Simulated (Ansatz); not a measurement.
# Bi (Bismuth): the cost of one run

Computed with Ansatz 0.2.0 (DFT PBE+D3(BJ), scalar-relativistic, plane waves, PAW, unless a step's input says otherwise).

The COD entry's cell or inner coordinates are ideal or old and differ from later refinements, so a difference from it is no clean test against experiment.

### Step 1. Starting point

The structure is trigonal, space group R-3m (No. 166). Conventional cell: a = 4.535 Å, b = 4.535 Å, c = 11.814 Å, α = 90.00°, β = 90.00°, γ = 120.00°. Bi (site symmetry 3m) is surrounded by 6 Bi at 3.06 to 3.52 Å.

Coordinates:

```xyz
2
Lattice="2.2675 1.3091 3.9380 -2.2675 1.3091 3.9380 0.0000 -2.6183 3.9380" Properties=species:S:1:pos:R:3 pbc="T T T"
Bi    0.0000    0.0000    2.7645
Bi    0.0000    0.0000    9.0495
```

The structure comes from the Crystallography Open Database.

(A quick probe on a coarse mesh, which set the mesh and smearing, is not shown.)

### Step 3. Relaxing cell and atoms

Contents of input.yaml:

```yaml
crystal:
  lattice:
    - [2.2675, 1.3091417354, 3.938]
    - [-2.2675, 1.3091417354, 3.938]
    - [0.0, -2.6182834708, 3.938]
  atoms:
    - { symbol: Bi, position: [0.234, 0.234, 0.234] }
    - { symbol: Bi, position: [0.766, 0.766, 0.766] }
basis:
  ecutwfc: 420
kpoints:
  mp_grid: { grid: [6, 6, 6] }
hamiltonian:
  xc: pbe
  dispersion: d3bj
scf:
  occupations: { method: gaussian, width: 0.1 }
output:
  forces: true
  stress: true
  eigenvalues: true
  write_density: true
  write_potential: true
  elf: true
  volumetric_format: npy
relax:
  adjacent_minimum: "off"
  f_tol: 0.005
  max_steps: 80
  cell: { stress_tol: 0.05 }
```

Started as:

```console
> ansatz run input.yaml --threads 1 --pin off --max-ram 2560MiB --backend cpu --events-out ev --progress --plain --runs-dir out
```

Q: Estimate wall time and peak memory on 1 thread of AMD EPYC (Zen 3), shared host.

About 29 s, with a peak of 0.38 GiB.
